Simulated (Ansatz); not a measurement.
# doublet GeNH4Cl+ at 6 levels

We compute a comparison of 6 runs (UHF/3-21G, UBLYP/cc-pVDZ, UPBE-QIDH/cc-pVDZ, RPA@PBE/cc-pVDZ, UBCCD(T)/cc-pVDZ, UCCSD/cc-pVDZ) of doublet GeNH4Cl+. 

The results are computed with Ansatz 0.2.0.

68 further runs of the same task are left out: 68 set aside as unsound or not needed.

## 1. Starting point

GeNH4Cl+: 7 atoms, total charge +1, spin state doublet. SMILES of the parent species: `[NH2][GeH2][Cl]`. Geometry: relaxed at PBE0-D4/def2-TZVP. This is one conformer, not always the lowest. That shape belongs to the parent species and isn't relaxed for this state.

Bond lengths: N1–Ge2 1.818 Å, Ge2–Cl3 2.176 Å, N1–H4 1.010 Å, N1–H5 1.010 Å, Ge2–H6 1.530 Å, Ge2–H7 1.530 Å. Angles: N1–Ge2–Cl3 112.8°, N1–Ge2–H6 108.7°, N1–Ge2–H7 108.7°, Cl3–Ge2–H6 105.8°, Cl3–Ge2–H7 105.8°, Ge2–N1–H4 115.0°, Ge2–N1–H5 115.0°, H6–Ge2–H7 115.1°, H4–N1–H5 109.1°.

## 2. A single-point energy at UHF/3-21G (run 1)

Contents of in.yaml:

```yaml
crystal:
  periodic: [false, false, false]
  atoms:
    - {symbol: "N", position_ang: [-0.792900, 0.515500, -0.722700]}
    - {symbol: Ge, position_ang: [0.579900, 0.003300, 0.353200]}
    - {symbol: Cl, position_ang: [0.394500, -2.054600, 1.034500]}
    - {symbol: H, position_ang: [-1.700900, 0.526800, -0.279600]}
    - {symbol: H, position_ang: [-0.858900, 0.014700, -1.597700]}
    - {symbol: H, position_ang: [0.559300, 0.864900, 1.617200]}
    - {symbol: H, position_ang: [1.880200, 0.061300, -0.450600]}
basis:
  gaussian:
    orbitals: 3-21G-spherical.json
total_charge: 1
magnetization:
  spin_polarized: true
  initial_magnetization: 1
hamiltonian:
  xc: hf
accuracy: high
output: {orbitals: {seedname: orbitals}}
```

The basis set 3-21G is read from a file made from the Basis Set Exchange's data (not shown).

Command:

```console
$ ansatz run in.yaml --threads 1 --pin off --max-ram 3480MiB --events-out events.jsonl --progress --plain --runs-dir runs
```

Log:

```text
Warning: RAYON_NUM_THREADS=1 ignored (pool sized by the plan → 1); use --threads N
Functional definition: HF
  name "HF"
  exchange = exact_x
  correlation = 0
1051 factors; integrals over basis functions are off by at most 4.5e-9 eV
mean field evaluation 1: about -70166.0078 eV, gradient 3.1e1 eV
mean field evaluation 2: about -70166.1594 eV, gradient 3.1e1 eV
mean field evaluation 4: about -70171.2211 eV, gradient 3.0e0 eV
mean field evaluation 8: about -70172.0477 eV, gradient 6.7e-1 eV
mean field evaluation 16: about -70172.0864 eV, gradient 3.0e-8 eV
mean field evaluation 32: about -70172.0667 eV, gradient 8.8e-2 eV
mean field evaluation 64: about -70172.0673 eV, gradient 7.2e-2 eV
mean field evaluation 96: about -70171.9531 eV, gradient 3.8e-1 eV
mean field evaluation 128: about -70173.6317 eV, gradient 4.6e-3 eV
mean field evaluation 160: about -70166.6484 eV, gradient 2.9e1 eV
mean field evaluation 192: about -70170.6004 eV, gradient 5.1e0 eV
mean field -70173.63169963 eV, -2578.8333995656 hartree, gradient 2.1e-8 eV, S^2 0.761755; 1 other end points of the search recorded, 0 dependent functions left out
reference -70173.63169963 eV, -2578.8333995656 hartree; 30, 29 occupied and 22, 23 virtual orbitals, 1051 factors
Total energy: -70173.63169963 eV, -2578.8333995656 hartree
```

It took 4.5 s on 1 thread of Arm Neoverse V1, shared host; peak memory 0.19 GiB.

## 3. A single-point energy at UBLYP/cc-pVDZ (run 2)

Contents of run.yaml:

```yaml
crystal:
  periodic: [false, false, false]
  atoms:
    - {symbol: "N", position_ang: [-0.792900, 0.515500, -0.722700]}
    - {symbol: Ge, position_ang: [0.579900, 0.003300, 0.353200]}
    - {symbol: Cl, position_ang: [0.394500, -2.054600, 1.034500]}
    - {symbol: H, position_ang: [-1.700900, 0.526800, -0.279600]}
    - {symbol: H, position_ang: [-0.858900, 0.014700, -1.597700]}
    - {symbol: H, position_ang: [0.559300, 0.864900, 1.617200]}
    - {symbol: H, position_ang: [1.880200, 0.061300, -0.450600]}
basis:
  gaussian:
    orbitals: cc-pVDZ
total_charge: 1
accuracy: high
hamiltonian:
  xc: {name: BLYP}
output: {orbitals: {seedname: orbitals}}
magnetization:
  spin_polarized: true
  initial_magnetization: 1
```

Command:

```console
$ ansatz run run.yaml --threads 1 --pin off --max-ram 3480MiB --events-out events.jsonl --progress --plain --runs-dir runs
```

Log:

```text
Warning: RAYON_NUM_THREADS=1 ignored (pool sized by the plan → 1); use --threads N
Functional definition: BLYP
  name "BLYP"
  parameter beta = 0.0042
  parameter a = 0.04918
  parameter b = 0.132
  parameter c = 0.2533
  parameter d = 0.349
  exchange = b88_x(beta = beta)
  correlation = lyp_c(a = a, b = b, c = c, d = d)
1817 factors; integrals over basis functions are off by at most 4.5e-9 eV
mean field evaluation 1: about -70571.0223 eV, gradient 6.2e1 eV
mean field evaluation 2: about -70491.4247 eV, gradient 1.1e2 eV
mean field evaluation 4: about -70582.0614 eV, gradient 2.8e1 eV
mean field evaluation 8: about -70587.0319 eV, gradient 9.1e0 eV
mean field evaluation 16: about -70587.6304 eV, gradient 3.8e-1 eV
mean field evaluation 32: about -70587.6386 eV, gradient 3.1e-8 eV
mean field evaluation 64: about -70587.3524 eV, gradient 5.2e0 eV
mean field -70587.63860484 eV, -2594.0478727079 hartree, gradient 3.1e-8 eV, S^2 0.754414; 5 other end points of the search recorded, 0 dependent functions left out
reference -70587.63865676 eV, -2594.0478746158 hartree; 30, 29 occupied and 49, 50 virtual orbitals, 1817 factors
Total energy: -70587.63865676 eV, -2594.0478746158 hartree
```

Wall time 30 s (1 thread of Arm Neoverse V1, shared host); peak memory 0.26 GiB.

## 4. The energy at UPBE-QIDH/cc-pVDZ (run 3)

Contents of in.yaml:

```yaml
crystal:
  periodic: [false, false, false]
  atoms:
    - symbol: "N"
      position_ang: [-0.792900, 0.515500, -0.722700]
    - symbol: Ge
      position_ang: [0.579900, 0.003300, 0.353200]
    - symbol: Cl
      position_ang: [0.394500, -2.054600, 1.034500]
    - symbol: H
      position_ang: [-1.700900, 0.526800, -0.279600]
    - symbol: H
      position_ang: [-0.858900, 0.014700, -1.597700]
    - symbol: H
      position_ang: [0.559300, 0.864900, 1.617200]
    - symbol: H
      position_ang: [1.880200, 0.061300, -0.450600]
basis:
  gaussian:
    orbitals: cc-pVDZ
total_charge: 1
magnetization:
  spin_polarized: true
  initial_magnetization: 1
hamiltonian:
  xc: {name: PBE-QIDH}
correlation:
  frozen_orbitals: {Cl: 5, Ge: 9, H: 0, "N": 1}
accuracy: high
output: {orbitals: {seedname: orbitals}}
```

Command:

```console
$ ansatz run in.yaml --threads 1 --pin off --max-ram 3480MiB --events-out events.jsonl --progress --plain --runs-dir runs
```

Log, cut to the lines that bear on the results:

```text
Warning: RAYON_NUM_THREADS=1 ignored (pool sized by the plan → 1); use --threads N
Functional definition: PBE-QIDH
  name "PBE-QIDH"
[...]
1817 factors; integrals over basis functions are off by at most 4.5e-9 eV
[...]
mean field -70556.00591274 eV, -2592.8853927147 hartree, gradient 2.3e-8 eV, S^2 0.761329; 2 other end points of the search recorded, 0 dependent functions left out
15 core orbitals not correlated: weight in the atoms' cores, before any rotation towards them, 1.000 or more for the frozen orbitals, at most 0.000 for the correlated occupied ones
reference -70556.00591371 eV, -2592.8853927503 hartree; 15, 14 occupied and 49, 50 virtual orbitals, 1817 factors
second order -11.89465236 eV of doubles, -0.00000000 eV of singles
Total energy: -70559.97079783 eV, -2593.0310995542 hartree
```

Wall time 23 s (1 thread of Arm Neoverse V1, shared host); peak memory 0.44 GiB.

Runs 4 to 5 aren't shown in full; the table further down has their settings and results.

## 5. A single-point energy at UCCSD/cc-pVDZ (run 6)

Contents of input.yaml:

```yaml
crystal:
  periodic: [false, false, false]
  atoms:
    - {symbol: N, position_ang: [-0.792900, 0.515500, -0.722700]}
    - {symbol: Ge, position_ang: [0.579900, 0.003300, 0.353200]}
    - {symbol: Cl, position_ang: [0.394500, -2.054600, 1.034500]}
    - {symbol: H, position_ang: [-1.700900, 0.526800, -0.279600]}
    - {symbol: H, position_ang: [-0.858900, 0.014700, -1.597700]}
    - {symbol: H, position_ang: [0.559300, 0.864900, 1.617200]}
    - {symbol: H, position_ang: [1.880200, 0.061300, -0.450600]}
basis:
  gaussian:
    orbitals: cc-pVDZ
total_charge: 1
magnetization:
  spin_polarized: true
  initial_magnetization: 1
correlation:
  method: ccsd
  frozen_orbitals: {Cl: 5, Ge: 9, H: 0, "N": 1}
accuracy: high
scf:
  omitted_lower_state_checks: [cluster_reference, increment]
```

Command:

```console
$ ansatz run input.yaml --threads 1 --pin off --max-ram 3480MiB --events-out events.jsonl --progress --plain --runs-dir runs
```

Log:

```text
Warning: RAYON_NUM_THREADS=1 ignored (pool sized by the plan → 1); use --threads N
[... 14 lines left out ...]
15 core orbitals not correlated: weight in the atoms' cores, before any rotation towards them, 1.000 or more for the frozen orbitals, at most 0.000 for the correlated occupied ones
[... 30 lines left out ...]
Total energy: -70525.70380706 eV, -2591.7718108704 hartree
Checks for a lower state left out: cluster_reference, increment
```

Wall time 52 s (1 thread of Arm Neoverse V1, shared host); peak memory 0.63 GiB.

## 6. All runs side by side

```
run              level  frozen core orbitals   energy (Eh)   ⟨S²⟩  wall time
  1          UHF/3-21G                     –  -2578.833400  0.762      4.5 s
  2      UBLYP/cc-pVDZ                     –  -2594.047875  0.754       30 s
  3  UPBE-QIDH/cc-pVDZ                    15  -2593.031100  0.761       23 s
  4    RPA@PBE/cc-pVDZ                    15  -2591.993258  0.754       48 s
  5   UBCCD(T)/cc-pVDZ                    15  -2591.783128  0.763       83 s
  6      UCCSD/cc-pVDZ                    15  -2591.771811  0.763       52 s
```

## 7. Outcome

| quantity | value |
| --- | --- |
| run 6: total energy | -2591.77181 Eh |
| run 6: correlation energy (15 core orbitals frozen) | -427.7 mEh |
| run 6: ⟨S²⟩ of the reference determinant | 0.763 |
| run 6: T1 diagnostic | 0.023 |

Totals of different functionals can't be ranked against each other. All runs together took 4 min, the longest 83 s.
